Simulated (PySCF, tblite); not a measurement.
# C5H13NOSi: geometry, infrared bands and NMR shifts

What infrared bands and NMR shifts should C5H13NOSi (`C/C=C/[Si@H](NC)OC`) show?

Programs: tblite 0.8.0 and PySCF 2.14.0, with density-fitted response routines of our own. Each step states its level of theory. These are calculated values for one molecule in the gas phase, unless marked as measured. Atoms are numbered from 0 throughout.

## 1. The starting structure

21 atoms, charge 0, multiplicity 1; geometry from: force field or distance geometry start.

Bonds of the start (Å): C0–C1 1.51, C1–C2 1.33, C2–Si3 1.87, Si3–N4 1.77, N4–C5 1.43, Si3–O6 1.70, O6–C7 1.40, C0–H8 1.10, C0–H9 1.11, C0–H10 1.11, C1–H11 1.08, C2–H12 1.08, Si3–H13 1.46, N4–H14 1.03, C5–H15 1.12, C5–H16 1.11, C5–H17 1.12, C7–H18 1.11, C7–H19 1.10, C7–H20 1.13.

## 2. Optimising the geometry with GFN2-xTB

What the job is given:

```
{"job": {"kind": "relax", "xc": "GFN2-xTB", "basis": "xTB"}, "charge": 0, "multiplicity": 1}
C      3.627700     0.428600     0.210500
C      2.162100     0.738000     0.002400
C      1.319000    -0.161600     0.494000
Si    -0.532200     0.058900     0.326200
N     -1.249800    -1.263500    -0.602400
C     -2.038100    -2.204300     0.135900
O     -0.778200     1.555700    -0.432100
C     -2.100200     1.952900    -0.213900
H      4.258000     0.862900    -0.581200
H      3.789800    -0.667600     0.216400
H      3.942300     0.854400     1.184500
H      1.815000     1.628300    -0.494100
H      1.665600    -1.047400     1.004900
H     -1.063000     0.143000     1.689000
H     -0.602600    -1.692700    -1.286600
H     -2.604900    -1.761700     0.991400
H     -1.428100    -3.050400     0.503700
H     -2.781400    -2.615100    -0.598000
H     -2.332800     2.894400    -0.751300
H     -2.839500     1.196000    -0.529100
H     -2.237700     2.168100     0.883900
```

Started as:

```console
$ OMP_NUM_THREADS=1 python probes_run.py task.json out
```

The driver reads the jobs from task.json and runs them one after another.

What it wrote:

```text
step      E/eV     max force
  0    -708.81223    1.732
  1    -709.01381    1.058
  2    -709.09546    0.551
  3    -709.13345    0.516
  4    -709.15780    0.362
  5    -709.17544    0.375
  6    -709.20542    0.416
  7    -709.23152    0.373
  8    -709.25568    0.381
  9    -709.27715    0.384
 10    -709.29539    0.325
 11    -709.30909    0.262
 12    -709.31995    0.230
 13    -709.32688    0.159
 14    -709.33171    0.174
 15    -709.33686    0.189
 16    -709.34230    0.182
 17    -709.34693    0.159
 18    -709.35034    0.130
 19    -709.35328    0.118
 20    -709.35666    0.172
 21    -709.36047    0.166
 22    -709.36358    0.125
 23    -709.36601    0.139
 24    -709.36892    0.164
 25    -709.37346    0.188
 26    -709.37967    0.217
 27    -709.38585    0.168
 28    -709.39044    0.132
 29    -709.39334    0.106
 30    -709.39600    0.123
 31    -709.39942    0.137
 32    -709.40296    0.130
 33    -709.40599    0.129
 34    -709.40884    0.129
 35    -709.41134    0.142
 36    -709.41405    0.136
 37    -709.41792    0.128
 38    -709.42251    0.129
 39    -709.42503    0.115
 40    -709.42763    0.117
 41    -709.43013    0.114
 42    -709.43274    0.099
 43    -709.43491    0.089
 44    -709.43666    0.107
 45    -709.43817    0.121
 46    -709.43993    0.095
 47    -709.44217    0.073
 48    -709.44337    0.056
 49    -709.44412    0.062
 50    -709.44494    0.064
 51    -709.44582    0.058
 52    -709.44662    0.051
 53    -709.44726    0.057
 54    -709.44785    0.066
 55    -709.44852    0.061
 56    -709.44920    0.051
 57    -709.44981    0.050
 58    -709.45033    0.050
 59    -709.45082    0.056
 60    -709.45135    0.057
 61    -709.45190    0.065
 62    -709.45249    0.062
 63    -709.45316    0.072
 64    -709.45398    0.084
 65    -709.45480    0.072
 66    -709.45551    0.064
 67    -709.45628    0.076
 68    -709.45746    0.093
 69    -709.45909    0.095
 70    -709.46089    0.092
 71    -709.46240    0.094
 72    -709.46394    0.094
 73    -709.46493    0.133
 74    -709.46671    0.107
 75    -709.46806    0.073
 76    -709.46916    0.072
 77    -709.47042    0.084
 78    -709.47193    0.112
 79    -709.47382    0.109
 80    -709.47573    0.094
 81    -709.47716    0.106
 82    -709.47905    0.106
 83    -709.48089    0.135
 84    -709.48377    0.104
 85    -709.48629    0.094
 86    -709.48774    0.088
 87    -709.49008    0.112
 88    -709.49219    0.093
 89    -709.49420    0.104
 90    -709.49649    0.085
 91    -709.49804    0.087
 92    -709.49973    0.079
 93    -709.50053    0.100
 94    -709.50103    0.108
 95    -709.50152    0.042
 96    -709.50187    0.033
 97    -709.50212    0.031
 98    -709.50230    0.036
 99    -709.50249    0.027
100    -709.50266    0.026
101    -709.50282    0.029
102    -709.50299    0.038
103    -709.50317    0.039
104    -709.50335    0.028
105    -709.50352    0.026
106    -709.50367    0.023
107    -709.50380    0.025
108    -709.50391    0.028
109    -709.50400    0.024
110    -709.50409    0.024
111    -709.50420    0.024
112    -709.50432    0.026
113    -709.50443    0.026
114    -709.50452    0.023
115    -709.50462    0.029
116    -709.50475    0.022
117    -709.50495    0.034
118    -709.50518    0.028
119    -709.50541    0.030
120    -709.50563    0.031
121    -709.50593    0.031
122    -709.50626    0.027
123    -709.50654    0.028
124    -709.50674    0.034
125    -709.50693    0.035
126    -709.50712    0.030
127    -709.50729    0.042
128    -709.50742    0.039
129    -709.50756    0.041
130    -709.50770    0.029
131    -709.50784    0.026
132    -709.50793    0.016
133    -709.50798    0.015
134    -709.50802    0.017
135    -709.50805    0.014
136    -709.50807    0.010
```

Run time: 0.9 s. Hardware: 1 thread of Arm Neoverse V2, shared host; peak memory 0.18 GiB.

Relaxation path: (not every step is listed)

```tsv
step	energy from step 0 (eV)	largest force (eV/Å)
0	0.0000	1.7316
1	-0.2016	1.0578
2	-0.2832	0.5507
3	-0.3212	0.5163
4	-0.3456	0.3621
5	-0.3632	0.3749
6	-0.3932	0.4160
7	-0.4193	0.3730
8	-0.4434	0.3809
20	-0.5444	0.1724
32	-0.5907	0.1299
44	-0.6244	0.1068
56	-0.6370	0.0511
68	-0.6452	0.0930
80	-0.6635	0.0940
92	-0.6875	0.0792
104	-0.6911	0.0285
116	-0.6925	0.0218
128	-0.6952	0.0395
131	-0.6956	0.0265
132	-0.6957	0.0156
133	-0.6957	0.0152
134	-0.6958	0.0168
135	-0.6958	0.0142
136	-0.6958	0.0100
```

Distances of close pairs at the start and the end, largest changes first:

```tsv
bond	before (Å)	after (Å)	change (Å)
Si3–O6	1.696	1.627	-0.069
Si3–N4	1.768	1.728	-0.040
C7–H20	1.127	1.093	-0.034
C5–H15	1.118	1.087	-0.030
C5–H17	1.122	1.092	-0.030
N4–H14	1.035	1.010	-0.025
C0–H9	1.108	1.088	-0.020
C0–C1	1.512	1.492	-0.020
```

The end geometry stands in the next job.

## 3. Vibrational analysis with GFN2-xTB

What the job is given:

```
{"job": {"kind": "ir", "xc": "GFN2-xTB", "basis": "xTB"}, "charge": 0, "multiplicity": 1}
C      3.569563     0.377169     0.220817
C      2.099164     0.632727     0.211896
C      1.165449    -0.241044     0.564666
Si    -0.688589     0.058418     0.564918
N     -1.660442    -1.112436    -0.254749
C     -1.713082    -2.504533     0.122347
O     -0.824159     1.485365    -0.204562
C     -1.990683     2.215658    -0.424692
H      3.983857     0.522630    -0.777093
H      3.790313    -0.635510     0.551051
H      4.067269     1.081680     0.887491
H      1.800088     1.619420    -0.114718
H      1.486768    -1.224353     0.892037
H     -1.240965     0.095372     1.927055
H     -1.763448    -1.000070    -1.253545
H     -1.654482    -2.572366     1.205818
H     -0.888611    -3.089228    -0.301173
H     -2.654924    -2.948936    -0.206397
H     -1.751821     3.037931    -1.101581
H     -2.770636     1.594584    -0.870931
H     -2.369548     2.624466     0.515577
```

What it wrote:

```text
mode    cm-1     km/mol
  1      46.1      0.91
  2      58.7      0.73
  3      82.4      1.02
  4      86.3      0.48
  5      93.6      1.94
  6     109.1      1.01
  7     157.6      2.52
  8     165.1      0.80
  9     175.2      4.67
 10     216.4      1.23
 11     277.5     20.08
 12     297.2     15.07
 13     337.7     26.01
 14     419.7     13.10
 15     516.1    135.20
 16     661.3     92.47
 17     689.6     21.51
 18     716.6     66.53
 19     729.8    128.84
 20     816.1    153.44
 21     828.6    191.17
 22     987.5     10.71
 23    1012.6     13.74
 24    1041.8      3.83
 25    1063.3     30.04
 26    1099.9      7.87
 27    1113.5      3.72
 28    1133.1     20.86
 29    1137.6    146.26
 30    1153.1    114.85
 31    1162.3     57.77
 32    1247.3      3.11
 33    1304.0      0.84
 34    1361.7     83.52
 35    1396.0      2.64
 36    1415.8      0.46
 37    1421.3      2.02
 38    1477.7      3.93
 39    1483.1      2.74
 40    1483.4     14.04
 41    1492.8      3.24
 42    1493.0      2.86
 43    1505.0      1.93
 44    1693.2    114.04
 45    2182.9    319.89
 46    2902.1     70.55
 47    2941.5     45.75
 48    2956.8     46.81
 49    2967.5     70.93
 50    2976.9     36.38
 51    2991.7     28.71
 52    3006.5     36.07
 53    3016.0     51.41
 54    3032.7     25.22
 55    3034.4     36.09
 56    3068.1     62.63
 57    3427.5      7.98
```

It took 0.7 s on 1 thread of Arm Neoverse V2, shared host; peak memory 0.18 GiB.

Which atoms move in the most intense modes:

```tsv
cm⁻¹	km/mol	atoms
516	135.2	H14 70 %, N4 15 %
730	128.8	H13 68 %
816	153.4	Si3 43 %, O6 12 %, N4 10 %
829	191.2	Si3 36 %, C2 19 %, N4 12 %
1138	146.3	O6 35 %, C7 32 %, H20 13 %, H18 13 %
1153	114.8	H18 28 %, O6 20 %, C7 18 %, H19 13 %
1693	114.0	C1 52 %, C2 43 %
2183	319.9	H13 97 %
```

## 4. NMR shieldings: PBE0/pcSseg-1

Settings changed since step 3:

```diff
@@ -1,2 +1,2 @@
-{"job": {"kind": "ir", "xc": "GFN2-xTB", "basis": "xTB"}, "charge": 0, "multiplicity": 1}
+{"job": {"kind": "nmr", "xc": "PBE0", "basis": "pcSseg-1"}, "charge": 0, "multiplicity": 1}
 C      3.569563     0.377169     0.220817
```

With the program's defaults for keys left out, this is: GIAO PBE0/pcSseg-1 NMR shielding, non-relativistic, gas phase.

What it wrote:

```text
coarse grid: 17264 points
cycle   1  E = -617.1223037412  dE =  8.201e-01  |g| = 7.667e-01  |ddm| = 3.958e+00
cycle   2  E = -617.0158179671  dE =  1.065e-01  |g| = 1.080e+00  |ddm| = 1.593e+00
cycle   3  E = -617.2397784437  dE = -2.240e-01  |g| = 1.167e-01  |ddm| = 1.040e+00
cycle   4  E = -617.2421274159  dE = -2.349e-03  |g| = 4.117e-02  |ddm| = 1.112e-01
cycle   5  E = -617.2424827852  dE = -3.554e-04  |g| = 1.045e-02  |ddm| = 3.960e-02
cycle   6  E = -617.2425022948  dE = -1.951e-05  |g| = 4.248e-03  |ddm| = 1.223e-02
cycle   7  E = -617.2425064396  dE = -4.145e-06  |g| = 6.314e-04  |ddm| = 3.798e-03
final grid: 160008 points
cycle   8  E = -617.2975096702  dE = -3.192e-05  |g| = 1.189e-02  |ddm| = 2.557e-02
cycle   9  E = -617.2974877985  dE =  2.187e-05  |g| = 1.607e-02  |ddm| = 1.946e-02
cycle  10  E = -617.2975395526  dE = -5.175e-05  |g| = 1.786e-03  |ddm| = 1.161e-02
cycle  11  E = -617.2975402396  dE = -6.870e-07  |g| = 1.614e-04  |ddm| = 1.595e-03
cycle  12  E = -617.2975402439  dE = -4.379e-09  |g| = 7.975e-05  |ddm| = 2.077e-04
cycle  13  E = -617.2975402452  dE = -1.220e-09  |g| = 3.692e-05  |ddm| = 9.196e-05
cycle  14  E = -617.2975402455  dE = -3.372e-10  |g| = 6.584e-06  |ddm| = 3.544e-05
converged SCF energy = -617.2975402455

GIAO shielding tensors (ppm)
atom      isotropic    diamagn.    paramagn.     s11        s22        s33       span
  0 C      160.510     248.210     -87.701    147.563    148.130    185.836     38.273
  1 C       33.919     256.936    -223.017    -89.722     25.952    165.527    255.249
  2 C       55.744     267.297    -211.553    -51.260     63.238    155.254    206.515
  3 Si     378.992     884.790    -505.799    349.816    371.171    415.988     66.172
  4 N      241.917     328.320     -86.404    208.723    235.662    281.365     72.642
  5 C      158.531     242.565     -84.034    132.690    156.561    186.342     53.652
  6 O      331.912     402.918     -71.005    285.191    345.876    364.670     79.480
  7 C      133.924     241.222    -107.297    106.546    110.390    184.836     78.290
  8 H       29.705      28.407       1.298     26.181     27.686     35.249      9.067
  9 H       30.024      29.697       0.327     26.550     29.603     33.920      7.370
 10 H       29.704      27.244       2.460     26.152     27.604     35.355      9.203
 11 H       25.205      36.011     -10.806     22.269     22.748     30.597      8.327
 12 H       26.099      35.874      -9.775     22.986     25.493     29.817      6.831
 13 H       26.723      32.329      -5.606     23.783     24.998     31.388      7.605
 14 H       31.787      36.634      -4.847     22.774     31.592     40.994     18.220
 15 H       29.153      29.371      -0.218     25.513     27.147     34.800      9.286
 16 H       28.874      29.793      -0.919     23.132     27.439     36.051     12.919
 17 H       28.848      26.941       1.907     23.338     26.819     36.388     13.051
 18 H       27.825      28.575      -0.750     23.347     25.653     34.475     11.128
 19 H       27.825      29.264      -1.439     22.697     26.756     34.022     11.325
 20 H       27.924      28.095      -0.171     23.809     25.286     34.678     10.869
```

Wall time 29 s (1 thread of Arm Neoverse V2, shared host); peak memory 0.94 GiB.

Shifts follow as δ = σ(reference) − σ, with reference shieldings (ppm) from runs at the same level and on the same kind of geometry: ¹H TMS 31.72, ¹³C TMS 186.9, ²⁹Si TMS 349.2, ¹⁵N NH3 267.7, ¹⁷O H2O 336.1. The references are single molecules in the gas phase, so shifts against H2O, NH3, PH3, H3PO4 or CFCl3 are not on the usual liquid scales and can be off by tens of ppm. Atoms listed in one row are averaged.

```tsv
atoms	environment	σ (ppm)	δ (ppm)	δ scaled to CDCl3
C1	alkene CH	33.9	153.0	147.4
C2	alkene CH	55.7	131.2	126.1
C7	methyl carbon bonded to O	133.9	53.0	49.8
C5	methyl carbon bonded to N	158.5	28.4	25.8
C0	allylic methyl carbon	160.5	26.4	23.9
H11	hydrogen on an alkene CH	25.20	6.51	6.24
H12	hydrogen on an alkene CH	26.10	5.62	5.40
H13	hydrogen on a silicon bonded to C, N, O	26.72	4.99	–
H18, H19, H20	hydrogen on a methyl carbon bonded to O	27.86	3.86	3.74
H15, H16, H17	hydrogen on a methyl carbon bonded to N	28.96	2.76	2.71
H8, H9, H10	hydrogen on an allylic methyl carbon	29.81	1.91	1.90
H14	hydrogen on a nitrogen bonded to C, Si	31.79	-0.07	–
Si3	silicon bonded to C, N, O, H	379.0	-29.8	–
N4	nitrogen bonded to C, Si, H	241.9	25.8	–
O6	oxygen bonded to C, Si	331.9	4.2	–
```

The scaled column applies a straight-line fit of computed shieldings to shifts measured in CDCl3 (root-mean-square error 0.16 ppm for H, 1.9 ppm for C).

Charges from the same density, by scheme (e):

```tsv
atoms	Mulliken	IAO	Hirshfeld	ESP fit
C0	-0.21	-0.43	-0.12	-0.37
C1	-0.23	-0.09	-0.02	0.16
C2	-0.43	-0.49	-0.17	-0.61
Si3	1.08	1.24	0.42	0.71
N4	-0.70	-0.70	-0.25	-0.61
C5	-0.10	-0.29	-0.07	-0.23
O6	-0.65	-0.64	-0.22	-0.39
C7	0.00	-0.19	-0.03	-0.10
```

Mayer bond orders: C0–C1 1.05, C1–C2 1.93, C2–Si3 0.86, Si3–N4 0.98, N4–C5 0.98, Si3–O6 0.98, O6–C7 0.90.

## 5. Outcome

| quantity | value |
| --- | --- |
| strongest single infrared mode (GFN2-xTB) | 2183 cm⁻¹, 320 km/mol |
| zero-point energy (GFN2-xTB) | 108.2 kcal/mol |
| ¹³C shifts against TMS (PBE0/pcSseg-1) | 153.0, 131.2, 53.0, 28.4, 26.4 ppm |
| ¹H shifts against TMS (PBE0/pcSseg-1, means over atoms taken as alike) | 6.51, 5.62, 4.99, 3.86, 2.76, 1.91, -0.07 ppm |
| ²⁹Si shifts against TMS (PBE0/pcSseg-1) | -29.8 ppm |
| ¹⁵N shifts against NH3 (PBE0/pcSseg-1) | 25.8 ppm |
| ¹⁷O shifts against H2O (PBE0/pcSseg-1) | 4.2 ppm |

What this shows: Over 136 steps the energy fell by 0.696 eV; of the close pairs, Si3–O6 changed most, 1.696 to 1.627 Å. All 57 modes are real, so the xTB geometry is a minimum. The strongest single mode, at 2183 cm⁻¹, moves mainly H13. GFN2-xTB is a fitted tight-binding method: band positions and strengths are rough. Its intensities can rank the bands wrongly. At PBE0/pcSseg-1: The widest tensor belongs to C1: span 255 ppm, with a paramagnetic part of -223 ppm.
